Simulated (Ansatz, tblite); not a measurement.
**The cluster Ag₇Se+: rung by rung**

The task here is to estimate one member of a computed series from the others.

Method: as each input shows; program: Ansatz 0.2.0, Gaussian basis.

Plan: GFN1-xTB, GFN2-xTB, PBE-D4/def2-TZVP, r2SCAN-D4/def2-TZVP, LDA/def2-TZVP, LC-ωPBE/def2-TZVP, PBE-D4/def2-SVP, PBE0-D4/def2-SVP, MP2/def2-TZVP, RPA/def2-TZVP.

9 further runs of the same task are left out: 6 that didn't finish, 3 set aside as unsound or not needed. Runs told in other sessions of the task aren't counted.

## The geometry

The singlet was relaxed beforehand with PBE0-D4/def2-SVP. At that level it is the lowest of the isomers that a small search found.

8 atoms, charge 1, spin multiplicity 1.

Bond lengths: Ag1–Ag2 2.849 Å, Ag1–Ag4 2.668 Å, Ag1–Ag5 2.864 Å, Ag1–Ag6 2.864 Å, Ag1–Ag7 2.849 Å, Ag2–Ag4 2.930 Å, Ag2–Ag6 2.720 Å, Ag2–Se8 2.529 Å, Ag3–Se8 2.467 Å, Ag4–Ag5 2.837 Å, Ag4–Ag6 2.837 Å, Ag4–Ag7 2.930 Å, Ag5–Ag7 2.721 Å, Ag7–Se8 2.529 Å. Angles: Ag2–Ag1–Ag4 64.1°, Ag2–Ag1–Ag5 113.3°, Ag2–Ag1–Ag6 56.9°, Ag2–Ag1–Ag7 66.5°, Ag4–Ag1–Ag5 61.6°, Ag4–Ag1–Ag6 61.6°, Ag4–Ag1–Ag7 64.1°, Ag5–Ag1–Ag6 118.5°, Ag5–Ag1–Ag7 56.9°, Ag6–Ag1–Ag7 113.3°, Ag1–Ag2–Ag4 55.0°, Ag1–Ag2–Ag6 61.8°, Ag1–Ag2–Se8 100.4°, Ag4–Ag2–Ag6 60.1°, Ag4–Ag2–Se8 104.8°, Ag6–Ag2–Se8 160.9°, Ag1–Ag4–Ag2 61.0°, Ag1–Ag4–Ag5 62.6° and more.

Ag takes a core potential in the def2 sets. No spin-orbit coupling is included. The ion is computed in the gas phase, without counter-ions or solvent.

PBE0-D4/def2-TZVP was run before; its log isn't repeated, and its numbers join the tables.

The first run:

Tight binding, by tblite at 300 K electronic temperature and without a spin-polarisation term:

```python
tblite.interface.Calculator('GFN1-xTB', numbers, positions, charge=1, uhf=0).singlepoint()
```

Tight binding, by tblite at 300 K electronic temperature and without a spin-polarisation term:

```python
tblite.interface.Calculator('GFN2-xTB', numbers, positions, charge=1, uhf=0).singlepoint()
```

start.molden holds the orbitals of an earlier run on this state, given as this run's starting guess.

in.yaml

```yaml
crystal:
  periodic: [false, false, false]
  atoms:
    - {symbol: Ag, position_ang: [-0.644355, -0.884170, 1.158116]}
    - {symbol: Ag, position_ang: [-0.294532, -0.537386, -1.648023]}
    - {symbol: Ag, position_ang: [2.382447, -1.776586, -0.330517]}
    - {symbol: Ag, position_ang: [-1.649323, 1.360713, 0.125255]}
    - {symbol: Ag, position_ang: [-0.359539, 1.546858, 2.645112]}
    - {symbol: Ag, position_ang: [-2.792661, -1.092246, -0.724774]}
    - {symbol: Ag, position_ang: [1.249400, 1.136375, 0.490096]}
    - {symbol: Se, position_ang: [2.108562, 0.246441, -1.715267]}
basis:
  gaussian: {orbitals: def2-TZVP, initial_orbitals: start.molden}
total_charge: 1
hamiltonian: {xc: pbe, dispersion: d4}
scf: {omitted_lower_state_checks: [starts]}
output: {forces: true, orbitals: {seedname: orbitals}}
```

Launch:

```
ansatz run in.yaml --threads 4 --pin off --events-out ev --progress --plain --max-ram 4787MiB
```

Steps of the session up to this table: PBE-D4/def2-TZVP; r2SCAN-D4/def2-TZVP; LDA/def2-TZVP; LC-ωPBE/def2-TZVP; PBE-D4/def2-SVP; PBE0-D4/def2-SVP; MP2/def2-TZVP; RPA/def2-TZVP.

One of the session's tables, all rows but one given; the rest of the session is left out.

| level | HOMO (eV) | LUMO (eV) | gap (eV) |
| --- | --- | --- | --- |
| LDA/def2-TZVP | -9.38 | -8.04 | 1.34 |
| PBE-D4/def2-SVP | -8.99 | -7.68 | 1.31 |
| PBE-D4/def2-TZVP | -8.99 | -7.67 | 1.33 |
| r2SCAN-D4/def2-TZVP | -8.97 | -7.50 | 1.47 |
| PBE0-D4/def2-SVP | -9.43 | -6.89 | 2.54 |
| PBE0-D4/def2-TZVP | -9.43 | -6.86 | 2.57 |
| LC-ωPBE/def2-TZVP | ? | ? | ? |

Estimate the missing values for LC-ωPBE/def2-TZVP.

As computed: HOMO (eV): -11.15; LUMO (eV): -4.88; gap (eV): 6.28. In the column «HOMO (eV)» it is the lowest.
